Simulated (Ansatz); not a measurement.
# MnV3, space group Fm-3m: a comparison of norm-conserving and PAW potentials

Program: the Python package of Ansatz (0.2.0).

Run as a notebook:

```python
import ansatz as az
import numpy as np
```

```python
def count_gap(report):
    # lowest empty less highest filled band, counting bands; zero where they overlap
    return max(report.get("gap_by_band_count_ev") or 0.0, 0.0)
```

```python
structure = (
    az.Lattice.of((0.0, 2.912157, 2.912157), (2.912157, 0.0, 2.912157), (2.912157, 2.912157, 0.0))
    .atom("Mn", (0.5, 0.5, 0.5))
    .atom("V", (0.75, 0.75, 0.75))
    .atom("V", (0.25, 0.25, 0.25))
    .atom("V", (0.0, 0.0, 0.0))
    .moments(Mn=5.2, V=2.0)
)
```

```python
calc = structure.calculation()
calc = calc.functional("pbesol").kpoints(5)
calc = calc.occupations(az.OccupationsMethod.COLD, width=0.05).spin(az.SpinTreatment.COLLINEAR)
calc = calc.scf(lower_state_search="off")
calc = calc.stress()
calc = calc.forces().band_table()
variants = {
    "PAW": calc.pseudopotentials("paw"),
    "norm-conserving": calc.pseudopotentials("nc"),
}
# totals differ by the cores that each treatment holds, so compare what does not depend on them
rows = []
for label, variant in variants.items():
    r = variant.run(threads=1).report
    levels = np.array(r["eigenvalues_ev"][0]) - r["fermi_energy_ev"]
    print(label, "levels at the first k-point near E_F:", np.round(levels[np.abs(levels) < 5], 3))
    rows.append((label, r["n_electrons"], np.trace(r["stress_gpa"]) / 3, count_gap(r), r["magnetization_mub"]))
lines = [",".join(["treatment", "electrons in bands", "P GPa", "gap by band count eV", "moment muB"])] + [",".join(f"{v:.4f}" if isinstance(v, float) else str(v) for v in row) for row in rows]
print("\n".join(lines))
with open("nc_paw.csv", "w") as handle:
    handle.write("\n".join(lines) + "\n")
```

    DeckWarning: basis.ecutwfc = 420 eV, auto-derived from the records' recommended cutoffs: set by Mn (normal level)
    RunWarning: the starting moments were not kept: the SCF closed with an absolute magnetisation of 1.5e-4 μB, where they sum to 11.2 μB in size (4 sites). That is at most 0.1 of that sum. Measured as dr2_m measures the in/out step, that magnetisation stands 3.6e-9 eV from none, at or under the dr2_threshold of 1.0e-7 [...]
    PAW levels at the first k-point near E_F: [-3.452 -3.452 -1.545 -1.545 -1.545 -1.403 -1.403 -1.403  0.112  0.112
      0.112  1.439  1.439  2.865  2.865  3.036  3.036  3.566  3.566  3.566]
    DeckWarning: basis.ecutwfc = 1306.14654 eV, auto-derived from the records' recommended cutoffs: set by Mn (normal level)
    norm-conserving levels at the first k-point near E_F: [-3.456 -3.456 -1.542 -1.542 -1.542 -1.388 -1.388 -1.388  0.137  0.137
      0.137  1.424  1.424  2.881  2.881  3.059  3.059  3.598  3.598  3.598]
    treatment,electrons in bands,P GPa,gap by band count eV,moment muB
    PAW,54.0000,-4.6198,0.0000,-0.0001
    norm-conserving,54.0000,-4.5774,0.0000,-0.1285

PAW gives -4.620 GPa and norm-conserving -4.577 GPa, 0.042 GPa apart. They took 8.4 and 27.4 s of processor time.

Caveats:
- These settings explore the input space; cutoff and mesh may be short of convergence.
- The SCF didn't keep the moments it started from (some shrank, vanished or turned); what is printed is the state reached.
- The computed bands are complete only to about 4.3 eV above the Fermi level.
- The mesh is modest for a metal, so energies can be off by several to tens of meV an atom and pressures by half a GPa or more; differences at equal mesh fare better.
- A gap by band count of zero or less means overlapping bands, a metal.
- The structure comes from a database of computed cells and needn't be a stable or known phase.
- Gaps and levels are Kohn-Sham values on a finite set of k-points.
- Warnings are shown shortened and without file and line.
- Stress is positive in compression.
- Finished in 36 s on 1 thread of Arm Neoverse V1, with other jobs on the host, peak memory 0.63 GiB.
